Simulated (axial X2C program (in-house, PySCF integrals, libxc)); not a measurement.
# A two-component session on IH⁺: EOM-IP-CCSD levels

Wanted for IH⁺: EOM-IP-CCSD levels, at the two-component level.

Program: an in-house X2C program for linear molecules on PySCF integrals. Level of theory: two-component X2C with atomic mean-field terms, I dyall-cv3z, H dyall-v3z. These are calculated values, not measurements.

## Step 1: Input

The input, task.json:

```json
{"zs": [53, 1], "q": 1, "bas": ["dyall-cv3z", "dyall-v3z"], "r0": 1.65, "eom": "ip", "rq": 0, "thr": -2.0, "nmax": 95, "grid": [1, 0.96, 1.045, 0.92, 1.09, 1.15]}
```

Keys: zs atomic numbers; q charge; bas basis sets; r0 starting distance in Å; eom kind of EOM run; thr threshold in hartree for freezing inner shells (an s shell follows its p shell); nmax most natural virtual spinors; grid distances as factors.

On the command line:

```
$ python soeom.py task.json out
```

The runs that follow: EOM-IP-CCSD at 1.616 Å.

**Question.** What will these runs give? Wanted: next root; T1 of the reference; lowest state, Re and ωe.

As calculated:

```
               quantity                            value
 lowest root at 1.616 Å               Ω = 3/2, 10.243 eV
              next root  Ω = 1/2, about 5210 cm⁻¹ higher
    T1 of the reference                            0.007
lowest state, Re and ωe               1.636 Å, 2206 cm⁻¹
```

In words: The first ionisation of IH costs 10.24 eV and empties a spinor of 97% I pπ. Errors of 0.1 to 0.3 eV are usual at this size, and roots led by higher excitations are left out, so the list is incomplete, and low states of that kind can be missing. The bond is 0.022 Å longer than in the closed-shell reference at CCSD (1.613 Å).
